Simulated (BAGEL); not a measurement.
# C3H10OSi (trimethylsilanol): a chain of runs

We compute a series of 8 runs (RI-MP2/def2-SVP) of C3H10OSi. 

The results are computed with BAGEL 1.2.2.

1 further run of the same task is left out (set aside as unsound or not needed).

## Step 1: The system as given

C3H10OSi has 15 atoms, charge 0, and is taken as a singlet. SMILES: `C[Si](C)(C)O`. One bond was lengthened or shortened from a relaxed shape.

Bond lengths: C1–Si2 1.870 Å, Si2–C3 1.870 Å, Si2–C4 1.861 Å, Si2–O5 1.411 Å, C1–H6 1.094 Å, C1–H7 1.094 Å, C1–H8 1.093 Å, C3–H9 1.094 Å, C3–H10 1.093 Å, C3–H11 1.094 Å, C4–H12 1.093 Å, C4–H13 1.093 Å, C4–H14 1.093 Å, O5–H15 0.957 Å. Some angles: C1–Si2–C3 109.3°, C1–Si2–C4 111.0°, C1–Si2–O5 110.3°, C3–Si2–C4 111.0°, C3–Si2–O5 110.3°, C4–Si2–O5 104.8°, Si2–C1–H6 111.5°, Si2–C1–H7 111.0°, Si2–C1–H8 111.0°, Si2–C3–H9 111.5°.

## Step 2: The energy at RI-MP2/def2-SVP (density fitting with svp-jkfit) (run 1)

Contents of job.json:

```json
{ "bagel": [

{
  "title": "molecule",
  "basis": "svp",
  "df_basis": "svp-jkfit",
  "geometry": [
    { "atom": "C", "xyz": [    -3.20484701,     0.71476812,    -0.15077936 ] },
    { "atom": "Si", "xyz": [     0.29078728,     0.73334413,    -0.67279730 ] },
    { "atom": "C", "xyz": [     1.93481121,     1.05331255,     2.43961942 ] },
    { "atom": "C", "xyz": [     1.32894612,    -2.17772228,    -2.35185676 ] },
    { "atom": "O", "xyz": [     0.97547663,     2.73649350,    -2.29306927 ] },
    { "atom": "H", "xyz": [    -3.83996506,     2.44367855,     0.78790430 ] },
    { "atom": "H", "xyz": [    -3.76721060,    -0.87802534,     1.04065517 ] },
    { "atom": "H", "xyz": [    -4.21934648,     0.55724055,    -1.94303341 ] },
    { "atom": "H", "xyz": [     1.37675619,     2.78764650,     3.41649444 ] },
    { "atom": "H", "xyz": [     3.98491839,     1.09692743,     2.19200861 ] },
    { "atom": "H", "xyz": [     1.47804551,    -0.53207318,     3.68487335 ] },
    { "atom": "H", "xyz": [     0.88639116,    -3.86885708,    -1.25084563 ] },
    { "atom": "H", "xyz": [     3.36680787,    -2.14597488,    -2.68378715 ] },
    { "atom": "H", "xyz": [     0.38952547,    -2.34307331,    -4.18330373 ] },
    { "atom": "H", "xyz": [     0.58985911,     4.41842534,    -1.74971632 ] }
  ]
},

{ "title": "hf" },

{ "title": "mp2", "ncore": 9 }

]}
```

Started as:

```sh
$ BAGEL_NUM_THREADS=1 BAGEL job.json > job.out
```

What it wrote:

```text
* using 1 threads per process

  ===============================================================
  ===============================================================

  *** Geometry ***

  { "atom" : "C", "xyz" : [     -3.204847,      0.714768,     -0.150779 ] },
  { "atom" : "Si", "xyz" : [      0.290787,      0.733344,     -0.672797 ] },
  { "atom" : "C", "xyz" : [      1.934811,      1.053313,      2.439619 ] },
  { "atom" : "C", "xyz" : [      1.328946,     -2.177722,     -2.351857 ] },
  { "atom" : "O", "xyz" : [      0.975477,      2.736493,     -2.293069 ] },
  { "atom" : "H", "xyz" : [     -3.839965,      2.443679,      0.787904 ] },
  { "atom" : "H", "xyz" : [     -3.767211,     -0.878025,      1.040655 ] },
  { "atom" : "H", "xyz" : [     -4.219346,      0.557241,     -1.943033 ] },
  { "atom" : "H", "xyz" : [      1.376756,      2.787647,      3.416494 ] },
  { "atom" : "H", "xyz" : [      3.984918,      1.096927,      2.192009 ] },
  { "atom" : "H", "xyz" : [      1.478046,     -0.532073,      3.684873 ] },
  { "atom" : "H", "xyz" : [      0.886391,     -3.868857,     -1.250846 ] },
  { "atom" : "H", "xyz" : [      3.366808,     -2.145975,     -2.683787 ] },
  { "atom" : "H", "xyz" : [      0.389525,     -2.343073,     -4.183304 ] },
  { "atom" : "H", "xyz" : [      0.589859,      4.418425,     -1.749716 ] },

  Number of auxiliary basis functions:      610

  Since a DF basis is specified, we compute 2- and 3-index integrals:
    o Being stored without compression. Storage requirement is 0.075 GB

  Number of basis functions:      124
  Number of electrons      :       50

    * METHOD: MOLECULE                             0.47

  *** RHF ***

  === Nuclear Repulsion ===
   260.9195245871

      * DIIS with orbital gradients will be used.

  === RHF iteration (svp) ===
      0       -482.72264799          0.01557126           0.19
      1       -482.94856674          0.00742374           0.20
      2       -483.00086171          0.00134060           0.19
      3       -483.00297768          0.00046204           0.19
      4       -483.00321101          0.00006070           0.19
      5       -483.00321669          0.00001434           0.19
      6       -483.00321697          0.00000474           0.20
      7       -483.00321701          0.00000074           0.19
      8       -483.00321701          0.00000017           0.19
      9       -483.00321701          0.00000006           0.19
     10       -483.00321701          0.00000002           0.19
     11       -483.00321701          0.00000000           0.19
    * SCF iteration converged.

    * Permanent dipole moment:
           (    0.144391,    -0.580657,    -0.209780) a.u.

    * METHOD: HF                                   2.65

  *** RHF ***

  === Nuclear Repulsion ===
   260.9195245871

      * DIIS with orbital gradients will be used.

  === RHF iteration (svp) ===
      0       -483.00321701          0.00000000           0.20
    * SCF iteration converged.

    * Permanent dipole moment:
           (    0.144391,    -0.580657,    -0.209780) a.u.

  === DF-MP2 calculation ===

    * freezing 9 orbitals
    * 3-index integral transformation done
    * assembly done

      MP2 correlation energy:   -0.7187088487      0.17

      MP2 total energy:       -483.7219258570

    * METHOD: MP2                                  0.60

  ===============================================================
```

Wall time 4.2 s (1 thread of Arm Neoverse V2, shared host); peak memory 0.23 GiB.

## Step 3: Bond 5-2 at 1.660 A: a single-point energy at RI-MP2/def2-SVP (density fitting with svp-jkfit) (run 2)

Contents of job.json:

```json
{ "bagel": [

{
  "title": "molecule",
  "basis": "svp",
  "df_basis": "svp-jkfit",
  "angstrom": false,
  "geometry": [
    { "atom": "C", "xyz": [    -3.32570066,     0.36119658,     0.13521179 ] },
    { "atom": "Si", "xyz": [     0.16993362,     0.37977259,    -0.38680615 ] },
    { "atom": "C", "xyz": [     1.81395756,     0.69974102,     2.72561057 ] },
    { "atom": "C", "xyz": [     1.20809246,    -2.53129381,    -2.06586561 ] },
    { "atom": "O", "xyz": [     0.97547663,     2.73649350,    -2.29306927 ] },
    { "atom": "H", "xyz": [    -3.96081871,     2.09010701,     1.07389545 ] },
    { "atom": "H", "xyz": [    -3.88806426,    -1.23159688,     1.32664632 ] },
    { "atom": "H", "xyz": [    -4.34020013,     0.20366901,    -1.65704226 ] },
    { "atom": "H", "xyz": [     1.25590253,     2.43407496,     3.70248559 ] },
    { "atom": "H", "xyz": [     3.86406474,     0.74335590,     2.47799976 ] },
    { "atom": "H", "xyz": [     1.35719185,    -0.88564471,     3.97086450 ] },
    { "atom": "H", "xyz": [     0.76553750,    -4.22242862,    -0.96485447 ] },
    { "atom": "H", "xyz": [     3.24595422,    -2.49954641,    -2.39779600 ] },
    { "atom": "H", "xyz": [     0.26867181,    -2.69664485,    -3.89731258 ] },
    { "atom": "H", "xyz": [     0.58985911,     4.41842534,    -1.74971632 ] }
  ]
},

{
  "title": "hf"
},

{
  "title": "mp2",
  "ncore": 9
}

]}
```

Started as:

```sh
$ BAGEL_NUM_THREADS=1 BAGEL job.json > job.out
```

What it wrote:

```text
* using 1 threads per process

  ===============================================================
  ===============================================================

  *** Geometry ***

  { "atom" : "C", "xyz" : [     -3.325701,      0.361197,      0.135212 ] },
  { "atom" : "Si", "xyz" : [      0.169934,      0.379773,     -0.386806 ] },
  { "atom" : "C", "xyz" : [      1.813958,      0.699741,      2.725611 ] },
  { "atom" : "C", "xyz" : [      1.208092,     -2.531294,     -2.065866 ] },
  { "atom" : "O", "xyz" : [      0.975477,      2.736493,     -2.293069 ] },
  { "atom" : "H", "xyz" : [     -3.960819,      2.090107,      1.073895 ] },
  { "atom" : "H", "xyz" : [     -3.888064,     -1.231597,      1.326646 ] },
  { "atom" : "H", "xyz" : [     -4.340200,      0.203669,     -1.657042 ] },
  { "atom" : "H", "xyz" : [      1.255903,      2.434075,      3.702486 ] },
  { "atom" : "H", "xyz" : [      3.864065,      0.743356,      2.478000 ] },
  { "atom" : "H", "xyz" : [      1.357192,     -0.885645,      3.970864 ] },
  { "atom" : "H", "xyz" : [      0.765537,     -4.222429,     -0.964854 ] },
  { "atom" : "H", "xyz" : [      3.245954,     -2.499546,     -2.397796 ] },
  { "atom" : "H", "xyz" : [      0.268672,     -2.696645,     -3.897313 ] },
  { "atom" : "H", "xyz" : [      0.589859,      4.418425,     -1.749716 ] },

  Number of auxiliary basis functions:      610

  Since a DF basis is specified, we compute 2- and 3-index integrals:
    o Being stored without compression. Storage requirement is 0.075 GB

  Number of basis functions:      124
  Number of electrons      :       50

    * METHOD: MOLECULE                             0.45

  *** RHF ***

  === Nuclear Repulsion ===
   251.4884619467

      * DIIS with orbital gradients will be used.

  === RHF iteration (svp) ===
      0       -482.78351777          0.01557800           0.18
      1       -483.00369312          0.00786834           0.20
      2       -483.06367255          0.00147598           0.18
      3       -483.06610563          0.00054289           0.18
      4       -483.06642901          0.00005254           0.18
      5       -483.06643371          0.00001248           0.18
      6       -483.06643393          0.00000388           0.18
      7       -483.06643396          0.00000070           0.19
      8       -483.06643396          0.00000017           0.18
      9       -483.06643396          0.00000006           0.18
     10       -483.06643396          0.00000002           0.18
     11       -483.06643396          0.00000000           0.18
    * SCF iteration converged.

    * Permanent dipole moment:
           (    0.260581,    -0.199203,    -0.490230) a.u.

    * METHOD: HF                                   2.55

  *** RHF ***

  === Nuclear Repulsion ===
   251.4884619467

      * DIIS with orbital gradients will be used.

  === RHF iteration (svp) ===
      0       -483.06643396          0.00000000           0.18
    * SCF iteration converged.

    * Permanent dipole moment:
           (    0.260581,    -0.199203,    -0.490230) a.u.

  === DF-MP2 calculation ===

    * freezing 9 orbitals
    * 3-index integral transformation done
    * assembly done

      MP2 correlation energy:   -0.7232557614      0.17

      MP2 total energy:       -483.7896897193

    * METHOD: MP2                                  0.57

  ===============================================================
```

Wall time 3.9 s (1 thread of Arm Neoverse V2, shared host); peak memory 0.23 GiB.

Runs 3 to 4 aren't shown in full; the table further down has their settings and results.

## Step 4: Bond 5-2 at 2.655 A: a single-point energy at RI-MP2/def2-SVP (density fitting with svp-jkfit) (run 5)

Contents of input.json:

```json
{ "bagel": [

{
  "title": "molecule",
  "basis": "svp",
  "df_basis": "svp-jkfit",
  "geometry": [
    { "atom": "C", "xyz": [ -3.80901512, -1.05280800,  1.27894585 ] },
    { "atom": "Si", "xyz": [ -0.31338084, -1.03423199,  0.75692791 ] },
    { "atom": "C", "xyz": [  1.33064309, -0.71426356,  3.86934463 ] },
    { "atom": "C", "xyz": [  0.72477800, -3.94529839, -0.92213155 ] },
    { "atom": "O", "xyz": [  0.97547663,  2.73649350, -2.29306927 ] },
    { "atom": "H", "xyz": [ -4.44413318,  0.67610243,  2.21762951 ] },
    { "atom": "H", "xyz": [ -4.37137872, -2.64560146,  2.47038038 ] },
    { "atom": "H", "xyz": [ -4.82351459, -1.21033557, -0.51330820 ] },
    { "atom": "H", "xyz": [  0.77258807,  1.02007038,  4.84621965 ] },
    { "atom": "H", "xyz": [  3.38075027, -0.67064868,  3.62173382 ] },
    { "atom": "H", "xyz": [  0.87387739, -2.29964930,  5.11459856 ] },
    { "atom": "H", "xyz": [  0.28222304, -5.63643320,  0.17887959 ] },
    { "atom": "H", "xyz": [  2.76263975, -3.91355099, -1.25406194 ] },
    { "atom": "H", "xyz": [ -0.21464265, -4.11064943, -2.75357852 ] },
    { "atom": "H", "xyz": [  0.58985911,  4.41842534, -1.74971632 ] }
  ]
},
{ "title": "hf" },
{ "title": "mp2", "ncore": 9 }

]}
```

Started as:

```sh
$ BAGEL_NUM_THREADS=1 BAGEL input.json > input.out
```

What it wrote:

```text
* using 1 threads per process

  ===============================================================
  ===============================================================

  *** Geometry ***

  { "atom" : "C", "xyz" : [     -3.809015,     -1.052808,      1.278946 ] },
  { "atom" : "Si", "xyz" : [     -0.313381,     -1.034232,      0.756928 ] },
  { "atom" : "C", "xyz" : [      1.330643,     -0.714264,      3.869345 ] },
  { "atom" : "C", "xyz" : [      0.724778,     -3.945298,     -0.922132 ] },
  { "atom" : "O", "xyz" : [      0.975477,      2.736493,     -2.293069 ] },
  { "atom" : "H", "xyz" : [     -4.444133,      0.676102,      2.217630 ] },
  { "atom" : "H", "xyz" : [     -4.371379,     -2.645601,      2.470380 ] },
  { "atom" : "H", "xyz" : [     -4.823515,     -1.210336,     -0.513308 ] },
  { "atom" : "H", "xyz" : [      0.772588,      1.020070,      4.846220 ] },
  { "atom" : "H", "xyz" : [      3.380750,     -0.670649,      3.621734 ] },
  { "atom" : "H", "xyz" : [      0.873877,     -2.299649,      5.114599 ] },
  { "atom" : "H", "xyz" : [      0.282223,     -5.636433,      0.178880 ] },
  { "atom" : "H", "xyz" : [      2.762640,     -3.913551,     -1.254062 ] },
  { "atom" : "H", "xyz" : [     -0.214643,     -4.110649,     -2.753579 ] },
  { "atom" : "H", "xyz" : [      0.589859,      4.418425,     -1.749716 ] },

  Number of auxiliary basis functions:      610

  Since a DF basis is specified, we compute 2- and 3-index integrals:
    o Being stored without compression. Storage requirement is 0.075 GB

  Number of basis functions:      124
  Number of electrons      :       50

    * METHOD: MOLECULE                             0.45

  *** RHF ***

  === Nuclear Repulsion ===
   228.1909681560

      * DIIS with orbital gradients will be used.

  === RHF iteration (svp) ===
      0       -482.51172132          0.01728163           0.19
      1       -482.67836548          0.01398531           0.21
      2       -482.90194885          0.00258725           0.18
      3       -482.90990168          0.00073212           0.18
      4       -482.91078252          0.00011942           0.18
      5       -482.91083486          0.00005010           0.18
      6       -482.91084535          0.00002036           0.19
      7       -482.91084714          0.00000747           0.19
      8       -482.91084733          0.00000239           0.18
      9       -482.91084734          0.00000133           0.18
     10       -482.91084734          0.00000036           0.18
     11       -482.91084734          0.00000016           0.18
     12       -482.91084734          0.00000005           0.18
     13       -482.91084734          0.00000002           0.18
     14       -482.91084734          0.00000001           0.20
    * SCF iteration converged.

    * Permanent dipole moment:
           (    0.707901,     1.304221,    -1.574441) a.u.

    * METHOD: HF                                   3.17

  *** RHF ***

  === Nuclear Repulsion ===
   228.1909681560

      * DIIS with orbital gradients will be used.

  === RHF iteration (svp) ===
      0       -482.91084734          0.00000000           0.18
    * SCF iteration converged.

    * Permanent dipole moment:
           (    0.707900,     1.304220,    -1.574440) a.u.

  === DF-MP2 calculation ===

    * freezing 9 orbitals
    * 3-index integral transformation done
    * assembly done

      MP2 correlation energy:   -0.7392117340      0.17

      MP2 total energy:       -483.6500590780

    * METHOD: MP2                                  0.56

  ===============================================================
```

It took 4.5 s on 1 thread of Arm Neoverse V2, shared host; peak memory 0.23 GiB.

Runs 6 to 7 aren't shown in full; the table further down has their settings and results.

## Step 5: Bond 5-2 at 4.647 A: the energy at RI-MP2/def2-SVP (density fitting with svp-jkfit) (run 8)

Contents of input.json:

```json
{ "bagel" : [

{
  "title" : "molecule",
  "basis" : "svp",
  "df_basis" : "svp-jkfit",
  "geometry" : [
    { "atom" : "C", "xyz" : [    -4.77564594,    -3.88081716,     3.56641397 ] },
    { "atom" : "Si", "xyz" : [    -1.28001166,    -3.86224115,     3.04439603 ] },
    { "atom" : "C", "xyz" : [     0.36401227,    -3.54227272,     6.15681275 ] },
    { "atom" : "C", "xyz" : [    -0.24185282,    -6.77330755,     1.36533657 ] },
    { "atom" : "O", "xyz" : [     0.97547663,     2.73649350,    -2.29306927 ] },
    { "atom" : "H", "xyz" : [    -5.41076400,    -2.15190673,     4.50509763 ] },
    { "atom" : "H", "xyz" : [    -5.33800954,    -5.47361062,     4.75784850 ] },
    { "atom" : "H", "xyz" : [    -5.79014541,    -4.03834473,     1.77415992 ] },
    { "atom" : "H", "xyz" : [    -0.19404275,    -1.80793878,     7.13368777 ] },
    { "atom" : "H", "xyz" : [     2.41411946,    -3.49865784,     5.90920194 ] },
    { "atom" : "H", "xyz" : [    -0.09275343,    -5.12765846,     7.40206668 ] },
    { "atom" : "H", "xyz" : [    -0.68440778,    -8.46444236,     2.46634771 ] },
    { "atom" : "H", "xyz" : [     1.79600894,    -6.74156016,     1.03340618 ] },
    { "atom" : "H", "xyz" : [    -1.18127347,    -6.93865859,    -0.46611040 ] },
    { "atom" : "H", "xyz" : [     0.58985911,     4.41842534,    -1.74971632 ] }
  ]
},

{
  "title" : "hf",
  "charge" : 0
},

{
  "title" : "mp2",
  "charge" : 0,
  "ncore" : 9
}

]}
```

Started as:

```sh
$ BAGEL_NUM_THREADS=1 BAGEL input.json > input.out
```

What it wrote:

```text
* using 1 threads per process

  ===============================================================
  ===============================================================

  *** Geometry ***

  { "atom" : "C", "xyz" : [     -4.775646,     -3.880817,      3.566414 ] },
  { "atom" : "Si", "xyz" : [     -1.280012,     -3.862241,      3.044396 ] },
  { "atom" : "C", "xyz" : [      0.364012,     -3.542273,      6.156813 ] },
  { "atom" : "C", "xyz" : [     -0.241853,     -6.773308,      1.365337 ] },
  { "atom" : "O", "xyz" : [      0.975477,      2.736493,     -2.293069 ] },
  { "atom" : "H", "xyz" : [     -5.410764,     -2.151907,      4.505098 ] },
  { "atom" : "H", "xyz" : [     -5.338010,     -5.473611,      4.757848 ] },
  { "atom" : "H", "xyz" : [     -5.790145,     -4.038345,      1.774160 ] },
  { "atom" : "H", "xyz" : [     -0.194043,     -1.807939,      7.133688 ] },
  { "atom" : "H", "xyz" : [      2.414119,     -3.498658,      5.909202 ] },
  { "atom" : "H", "xyz" : [     -0.092753,     -5.127658,      7.402067 ] },
  { "atom" : "H", "xyz" : [     -0.684408,     -8.464442,      2.466348 ] },
  { "atom" : "H", "xyz" : [      1.796009,     -6.741560,      1.033406 ] },
  { "atom" : "H", "xyz" : [     -1.181273,     -6.938659,     -0.466110 ] },
  { "atom" : "H", "xyz" : [      0.589859,      4.418425,     -1.749716 ] },

  Number of auxiliary basis functions:      610

  Since a DF basis is specified, we compute 2- and 3-index integrals:
    o Being stored without compression. Storage requirement is 0.075 GB

  Number of basis functions:      124
  Number of electrons      :       50

    * METHOD: MOLECULE                             0.50

  *** RHF ***

  === Nuclear Repulsion ===
   207.1177728337

      * DIIS with orbital gradients will be used.

  === RHF iteration (svp) ===
      0       -482.31223953          0.01769688           0.23
      1       -481.57655780          0.02416870           0.21
      2       -482.63281048          0.00840943           0.20
      3       -482.69429704          0.00428391           0.21
      4       -482.71955388          0.00143805           0.21
      5       -482.73109317          0.00067551           0.21
      6       -482.73691342          0.00112749           0.20
      7       -482.73874021          0.00100425           0.21
      8       -482.74037994          0.00047428           0.21
      9       -482.74096526          0.00003352           0.21
     10       -482.74097055          0.00002093           0.20
     11       -482.74097136          0.00000639           0.21
     12       -482.74097153          0.00000169           0.23
     13       -482.74097155          0.00000073           0.21
     14       -482.74097155          0.00000030           0.20
     15       -482.74097155          0.00000014           0.21
     16       -482.74097155          0.00000006           0.20
     17       -482.74097155          0.00000004           0.20
     18       -482.74097155          0.00000001           0.21
     19       -482.74097155          0.00000001           0.21
    * SCF iteration converged.

    * Permanent dipole moment:
           (    1.441609,     3.442703,    -3.309649) a.u.

    * METHOD: HF                                   4.61

  *** RHF ***

  === Nuclear Repulsion ===
   207.1177728337

      * DIIS with orbital gradients will be used.

  === RHF iteration (svp) ===
      0       -482.74097155          0.00000001           0.20
    * SCF iteration converged.

    * Permanent dipole moment:
           (    1.441609,     3.442702,    -3.309647) a.u.

  === DF-MP2 calculation ===

    * freezing 9 orbitals
    * 3-index integral transformation done
    * assembly done

      MP2 correlation energy:   -0.7980671610      0.20

      MP2 total energy:       -483.5390387138

    * METHOD: MP2                                  0.64

  ===============================================================
```

Wall time 6 s (1 thread of Arm Neoverse V2, shared host); peak memory 0.22 GiB.

## Step 6: The series

```csv
run,partner,energy (Eh),correlation energy (mEh),wall time
1,bond 5-2 at 1.411 A,-483.721926,-718.7,4.2 s
2,bond 5-2 at 1.660 A,-483.789690,-723.3,3.9 s
3,bond 5-2 at 1.909 A,-483.770717,-727.4,3.9 s
4,bond 5-2 at 2.241 A,-483.714940,-732.7,4.2 s
5,bond 5-2 at 2.655 A,-483.650059,-739.2,4.5 s
6,bond 5-2 at 3.153 A,-483.594357,-748.3,4.8 s
7,bond 5-2 at 3.817 A,-483.552210,-765.8,5.7 s
8,bond 5-2 at 4.647 A,-483.539039,-798.1,6 s
```

## Step 7: Summary of results

| quantity | value |
| --- | --- |
| bond 5-2 at 4.647 A: total energy | -483.53904 Eh |
| bond 5-2 at 4.647 A: correlation energy (9 core orbitals frozen) | -798.1 mEh |

**Reading.** The lowest energy is that of run 2; the highest lies 6.821 eV above it. In runs 6, 7, 8 a closed-shell determinant meets a far-stretched bond, which it describes badly. All runs together took 37 s, the longest 6 s.
